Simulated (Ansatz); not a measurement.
# Ge2Sb2Te5: the cost of one run

Program: Ansatz 0.2.0. Level of theory: DFT PBEsol, scalar-relativistic, plane waves, PAW. These are calculated values, not measurements.

2 further runs of the same task are left out: 2 set aside as unsound or not needed. Runs told in other sessions of the task aren't counted.

### Step 1. The system as given

Symmetry: P-3m1, No. 164, trigonal system. Conventional cell: a = 4.202 Å, b = 4.202 Å, c = 17.106 Å, α = 90.00°, β = 90.00°, γ = 120.00°. Ge (site symmetry 3m) has 6 Te at 2.81 to 3.17 Å in its first shell of neighbours. Sb (site symmetry 3m) is surrounded by 6 Te at 2.99 to 3.14 Å. Around Te (site symmetry -3m) lie 6 Sb at 3.14 Å. Te (site symmetry 3m) is surrounded by 3 Sb at 2.99 Å and 3 Ge at 3.17 Å. Te (site symmetry 3m) is surrounded by 3 Ge at 2.81 Å.

Coordinates:

```
Ge Sb Te
1.0
     4.20173    0.00000    0.00000
    -2.10087    3.63881    0.00000
     0.00000    0.00000   17.10608
Ge Sb Te
2 2 5
Cartesian
  0.0000 0.0000 5.7837
  0.0000 0.0000 11.3224
  0.0000 2.4259 1.9962
  2.1009 1.2129 15.1099
  0.0000 0.0000 0.0000
  0.0000 2.4259 13.3608
  2.1009 1.2129 3.7452
  0.0000 2.4259 7.1962
  2.1009 1.2129 9.9099
```

It goes back to an entry of the Materials Project, which need not be the stable form.

It is the result of an earlier relaxation at this level (volume 29.06 Å³/atom; gap on the mesh: none (metal)).

### Step 2. Zero of energy

The reference gives a free energy of -55831.5456 eV, pressure 0.00 GPa, largest force 0.008 eV/Å and gap on the mesh none (metal). It was computed beforehand with the settings of the runs below.

### Step 3. Next: a two-dimensional strain map

The cell is strained by p along both x and y and by q along z, with fractional coordinates fixed.

### Step 4. Point p = -0.050, q = -0.050

input.yaml

```yaml
crystal:
  lattice:
    - [3.9916474308, 0.0, 0.0]
    - [-1.9958237154, 3.4568680781, 0.0]
    - [0.0, 0.0, 16.2507807014]
  atoms:
    - { symbol: Ge, position: [0.0, 0.0, 0.3381075982] }
    - { symbol: Ge, position: [0.0, 0.0, 0.6618924018] }
    - { symbol: Sb, position: [0.3333333333, 0.6666666667, 0.1166940723] }
    - { symbol: Sb, position: [0.6666666667, 0.3333333333, 0.8833059277] }
    - { symbol: Te, position: [0.0, 0.0, 0.0] }
    - { symbol: Te, position: [0.3333333333, 0.6666666667, 0.7810582678] }
    - { symbol: Te, position: [0.6666666667, 0.3333333333, 0.2189417322] }
    - { symbol: Te, position: [0.3333333333, 0.6666666667, 0.4206821615] }
    - { symbol: Te, position: [0.6666666667, 0.3333333333, 0.5793178385] }
basis:
  ecutwfc: 420
kpoints:
  mp_grid: { grid: [12, 12, 4] }
hamiltonian:
  xc: pbesol
scf:
  occupations: { method: gaussian, width: 0.15 }
output:
  forces: true
  stress: true
  eigenvalues: true
```

The run is started by

```bash
> ansatz run input.yaml --threads 2 --pin off --max-ram 5120MiB --backend cpu --events-out ev --progress --plain --runs-dir out
```

Q: Estimate wall time and peak memory on 2 threads of AMD EPYC 7R43 (Zen 3), shared host.

About 29 s, with a peak of 1.2 GiB.
